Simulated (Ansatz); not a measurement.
# C2H5FOSi: ladder of methods at one geometry from a Python script

How do the methods compare on C2H5FOSi, in result and in cost? The task is a ladder of methods at one geometry, for C2H5FOSi. SMILES: CC1(F)O[SiH2]1.

Computed with the Python package of Ansatz 0.2.0. The levels of theory stand in the script.

### 1 The system

Bond lengths: C1–C2 1.486 Å, C2–F3 1.401 Å, C2–O4 1.493 Å, C2–Si5 1.835 Å, O4–Si5 1.678 Å, C1–H6 1.089 Å, C1–H7 1.047 Å, C1–H8 1.121 Å, Si5–H9 1.548 Å, Si5–H10 1.468 Å. Angles (14 of 19 angles, heavy atoms first): C1–C2–F3 115.9°, C1–C2–O4 114.0°, C1–C2–Si5 121.9°, F3–C2–O4 116.1°, F3–C2–Si5 116.9°, O4–C2–Si5 59.5°, C2–O4–Si5 70.4°, C2–Si5–O4 50.1°, C2–C1–H6 113.0°, C2–C1–H7 111.4°, C2–C1–H8 105.1°, C2–Si5–H9 119.2°, C2–Si5–H10 122.7°, O4–Si5–H9 108.4°.

No structure file is read: the coordinates are typed or built in the script.

### 2 Script

File run_methods.py:

```python
"""One geometry of C2H5FOSi, method by method."""

from pathlib import Path
import argparse

import ansatz
import numpy as np

parser = argparse.ArgumentParser(description="One geometry of C2H5FOSi, method by method.")
parser.add_argument("--basis-set", required=True, help="Gaussian basis set")
args = parser.parse_args()


def main() -> None:
    c2h5fosi = (
        ansatz.Crystal.molecule()
        .atom("C", (-0.7051, -1.1635, 0.2514))
        .atom("C", (0.1414, -0.2285, -0.5348))
        .atom("F", (0.1484, -0.4273, -1.9215))
        .atom("O", (1.4637, 0.0681, 0.0926))
        .atom("Si", (0.5307, 1.4625, 0.0629))
        .atom("H", (-0.6653, -0.9747, 1.323))
        .atom("H", (-0.4937, -2.1614, 0.0146))
        .atom("H", (-1.7585, -0.9252, -0.0481))
        .atom("H", (0.1804, 1.848, 1.5208))
        .atom("H", (1.2412, 2.4507, -0.7581))
    )

    job = c2h5fosi.calculation().basis(gaussian=args.basis_set)

    print("functional    E (Ha)        dipole (D)   HOMO (eV)  LUMO (eV)")
    for name in ["r2scan0", "pbe0", "cam_b3lyp", "blyp", "lc_wpbe", "hf"]:
        report = job.functional(name).forces().orbitals().run(runs_dir="runs").report
        lines = Path(report["orbitals_path"]).read_text().splitlines()
        field_of = lambda key: [line.split("=")[1].strip() for line in lines if line.startswith(key)]
        orbitals = [(27.211386 * float(e), s, float(n)) for e, s, n in zip(field_of("Ene="), field_of("Spin="), field_of("Occup="))]
        homo = max(e for e, _, n in orbitals if n > 0.5)
        lumo = min(e for e, _, n in orbitals if n < 0.5)
        dipole = 4.803205 * np.linalg.norm(report["charge_distribution"]["dipole_moment_e_ang"])
        print(f"{name:10s} {report['free_energy_ev'] / 27.211386246:14.6f} {dipole:9.3f} {homo:11.3f} {lumo:10.3f}")


if __name__ == "__main__":
    main()
```

### 3 The calls as engine input

The engine receives this input (first run):

```yaml
crystal:
  periodic: [false, false, false]
  atoms:
    - { symbol: C, position_ang: [-0.7051, -1.1635, 0.2514] }
    - { symbol: C, position_ang: [0.1414, -0.2285, -0.5348] }
    - { symbol: F, position_ang: [0.1484, -0.4273, -1.9215] }
    - { symbol: O, position_ang: [1.4637, 0.0681, 0.0926] }
    - { symbol: Si, position_ang: [0.5307, 1.4625, 0.0629] }
    - { symbol: H, position_ang: [-0.6653, -0.9747, 1.323] }
    - { symbol: H, position_ang: [-0.4937, -2.1614, 0.0146] }
    - { symbol: H, position_ang: [-1.7585, -0.9252, -0.0481] }
    - { symbol: H, position_ang: [0.1804, 1.848, 1.5208] }
    - { symbol: H, position_ang: [1.2412, 2.4507, -0.7581] }
basis:
  gaussian:
    orbitals: def2-SVP
hamiltonian:
  xc: r2scan0
output:
  orbitals: {}
  forces: true
```

### 4 Launch

The run is started by

```
$ python run_methods.py --basis-set def2-SVP
```

What it wrote:

```text
functional    E (Ha)        dipole (D)   HOMO (eV)  LUMO (eV)
r2scan0       -543.259053     2.689      -7.572     -0.799
pbe0          -543.061735     2.568      -7.376     -0.871
cam_b3lyp     -543.361306     2.666      -8.682      0.218
blyp          -543.385901     2.219      -5.871     -1.526
lc_wpbe       -543.212947     2.733     -10.004      1.356
hf            -541.533360     3.312     -10.545      2.298
```

Wall time 21 s (1 thread of Arm Neoverse V2, shared host); peak memory 0.31 GiB.

### 5 Inputs of later runs

The engine's inputs for some of the other runs:

Run 2, against run 1:

```diff
@@ -18 +18 @@
-  xc: r2scan0
+  xc: pbe0
```

Run 3, against run 1:

```diff
@@ -18 +18 @@
-  xc: r2scan0
+  xc: cam_b3lyp
```

Run 4, against run 1:

```diff
@@ -18 +18 @@
-  xc: r2scan0
+  xc: blyp
```

### 6 Run by run

From the records of these 6 runs:

| run | functional | energy (eV) | SCF cycles | CPU time (s) |
| --- | --- | --- | --- | --- |
| 1 | r2scan0 | -14782.8319 | 18 | 6.2 |
| 2 | pbe0 | -14777.4626 | 18 | 3.5 |
| 3 | cam_b3lyp | -14785.6144 | 19 | 3.9 |
| 4 | blyp | -14786.2836 | 19 | 2.6 |
| 5 | lc_wpbe | -14781.5773 | 18 | 3.2 |
| 6 | hf | -14735.8734 | 12 | 1.2 |

Totals under unlike functionals or potentials can't be compared directly.

The fields below are those of run 1.

### 7 The molecule's orbitals and density

The fields below are evaluated on a grid from the run's orbitals.

Frontier orbitals at r2SCAN0/def2-SVP, with the share of their density that lies nearest to each atom:

| orbital | energy (eV) | lies on |
| --- | --- | --- |
| HOMO-1 | -8.80 | O4 64 %; H9, H10 about 11 % each |
| HOMO | -7.57 | C2 28 %; O4 24 %; Si5 22 % |
| LUMO | -0.80 | Si5 40 %; H9, H10 about 16 % each; C2 15 % |

ELF in a plane through or near 6 of the atoms.

Values, 10 rows by 14 columns:
```
0.00 0.00 0.00 0.00 0.00 0.00 0.00 0.00 0.00 0.00 0.00 0.00 0.00 0.00
0.00 0.00 0.00 0.00 0.00 0.00 0.03 0.03 0.00 0.00 0.00 0.00 0.00 0.00
0.00 0.00 0.00 0.00 0.00 0.20 0.72 0.70 0.14 0.00 0.01 0.00 0.00 0.00
0.00 0.00 0.00 0.02 0.02 0.10 0.78 0.73 0.05 0.05 0.95 0.96 0.10 0.00
0.00 0.00 0.01 0.52 0.84 0.40 0.44 0.14 0.41 0.34 1.00 1.00 0.68 0.00
0.00 0.00 0.01 0.29 0.72 0.61 0.73 0.47 0.17 0.72 0.76 0.75 0.14 0.00
0.00 0.00 0.00 0.02 0.38 0.97 0.83 0.03 0.77 0.98 0.66 0.05 0.00 0.00
0.00 0.00 0.00 0.00 0.25 0.92 0.40 0.02 0.99 1.00 0.98 0.18 0.00 0.00
0.00 0.00 0.00 0.00 0.00 0.01 0.00 0.00 0.62 0.85 0.39 0.00 0.00 0.00
0.00 0.00 0.00 0.00 0.00 0.00 0.00 0.00 0.00 0.00 0.00 0.00 0.00 0.00
```
The map spans 10.7 Å across and 9.1 Å up, centred on the molecule. Atoms in the plane (x, y in Å): C1 (-1.4, -0.2), C2 (-0.1, 0.6), Si5 (1.5, -0.2), H6 (-1.2, -1.3), H9 (1.7, -1.7), H10 (2.8, 0.6).

log10 of the density (e/Å³) in the same plane.

Ten even steps from ' ' (-4.0) to '@' (2.0):
```
                                                        
                                                        
                      ::::::::::                        
                  ..::--======--::..                    
                  ::--++******++--::..........          
                ..--==**######++==--::::::::::....      
          ....::----==**######++==----======----::..    
        ..::::--======++******++++==++++++++==--::..    
        ..----==++++++****@@##**++++++******++==--..    
        ::--==++********##%%##****####******++==--..    
        ..--==++**##%%##**********@@%%**++++==--::..    
        ..::--==++********++++++******++++==--::::      
        ..::::--++******++====++++****++++==--::..      
          ..::--==++++++++==--==++******==----::..      
            ..::----====------==++++++++==--::..        
              ..::::::::::::::--========--::::..        
                  ............::--------::....          
                              ....::::....              
                                                        
                                                        
```
The map spans 10.7 Å across and 9.1 Å up, centred on the molecule. Atoms in the plane (x, y in Å): C1 (-1.4, -0.2), C2 (-0.1, 0.6), Si5 (1.5, -0.2), H6 (-1.2, -1.3), H9 (1.7, -1.7), H10 (2.8, 0.6).

On the surface of density 0.002 e/bohr³ the electrostatic potential runs, from the 1st to the 99th percentile, from -1.61 V near O4 to 1.82 V near Si5.

### 8 Outcome

| quantity | value |
| --- | --- |
| runs compared | 6 |
| HOMO-LUMO gap of the mean field (r2SCAN0/def2-SVP) | 6.77 eV |

What this shows: All 6 runs converged (12 to 19 cycles). What to keep in mind:
- The geometry is a force-field or estimated start, not a minimum of this method, and the basis set is short of its limit. A lower total doesn't mark the better method: functionals have no common bound, and MP2 and coupled cluster aren't variational.
- Levels such as HOMO and LUMO are orbital energies: with these approximate functionals they aren't the ionisation energy and electron affinity, and their gap isn't the fundamental gap.
